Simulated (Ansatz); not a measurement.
# LaCoSi2: the cost of one run

Method: DFT PBEsol, scalar-relativistic, plane waves, PAW, in Ansatz 0.2.0.

## (1) The starting structure

The cell holds 16 atoms (Co3La4Si8Sm): a = 5.821 Å, b = 5.821 Å, c = 8.488 Å, α = 79.87°, β = 79.87°, γ = 88.53°.

Coordinates:

```
Sm Co La Si
1.0
    -4.16827    0.00000   -4.06274
    -4.16827    0.00000    4.06274
    -2.08413    8.22859    0.00000
Sm Co La Si
1 3 4 8
Direct
  0.28442 0.53442 0.36233
  0.78442 0.03442 0.36233
  0.71558 0.46558 0.63767
  0.21558 0.96558 0.63767
  0.17928 0.42928 0.78290
  0.67928 0.92928 0.78290
  0.82072 0.57072 0.21710
  0.32072 0.07072 0.21710
  0.35318 0.60318 0.08727
  0.85318 0.10318 0.08727
  0.64682 0.39682 0.91273
  0.14682 0.89682 0.91273
  0.99992 0.24992 0.50033
  0.49992 0.74992 0.50033
  0.00008 0.75008 0.49967
  0.50008 0.25008 0.49967
```

The host was relaxed before at PBEsol: a = 4.168 Å, b = 16.457 Å, c = 4.063 Å, α = 90.00°, β = 90.00°, γ = 90.00° (conventional cell), 17.418 Å³/atom.

Places, in fractions of the supercell: Sm in place of Co at (0.284, 0.534, 0.362). The start keeps the symmetry of the ideal site.

## (2) The perfect crystal in the supercell of 16 atoms

input.yaml

```yaml
crystal:
  lattice:
    - [-4.1682681255, 0.0, -4.0627361883]
    - [-4.1682681255, 0.0, 4.0627361883]
    - [-2.0841340627, 8.2285925917, 0.0]
  atoms:
    - { symbol: Co, position: [0.2844174636, 0.5344174636, 0.3623301457] }
    - { symbol: Co, position: [0.7844174636, 0.0344174636, 0.3623301457] }
    - { symbol: Co, position: [0.7155825364, 0.4655825364, 0.6376698543] }
    - { symbol: Co, position: [0.2155825364, 0.9655825364, 0.6376698543] }
    - { symbol: La, position: [0.1792762119, 0.4292762119, 0.7828951522] }
    - { symbol: La, position: [0.6792762119, 0.9292762119, 0.7828951522] }
    - { symbol: La, position: [0.8207237881, 0.5707237881, 0.2171048478] }
    - { symbol: La, position: [0.3207237881, 0.0707237881, 0.2171048478] }
    - { symbol: Si, position: [0.3531833604, 0.6031833604, 0.0872665586] }
    - { symbol: Si, position: [0.8531833604, 0.1031833604, 0.0872665586] }
    - { symbol: Si, position: [0.6468166396, 0.3968166396, 0.9127334414] }
    - { symbol: Si, position: [0.1468166396, 0.8968166396, 0.9127334414] }
    - { symbol: Si, position: [0.9999173712, 0.2499173712, 0.5003305153] }
    - { symbol: Si, position: [0.4999173712, 0.7499173712, 0.5003305153] }
    - { symbol: Si, position: [8.26288e-05, 0.7500826288, 0.4996694847] }
    - { symbol: Si, position: [0.5000826288, 0.2500826288, 0.4996694847] }
basis:
  ecutwfc: 420
  xc_grid: 2
kpoints:
  mp_grid: { grid: [4, 4, 3], shift: [0.5, 0.5, 0.0] }
hamiltonian:
  xc: pbesol
scf:
  occupations: { method: gaussian, width: 0.05 }
output:
  forces: true
  stress: true
  eigenvalues: true
```

Run with:

```
> ansatz run input.yaml --threads 8 --pin off --max-ram 14336MiB --backend cpu --events-out ev --progress --plain --runs-dir out
```

What time and memory should one allow on 8 threads of Arm Neoverse V1, shared host?

About 4 s, with a peak of 1.6 GiB.
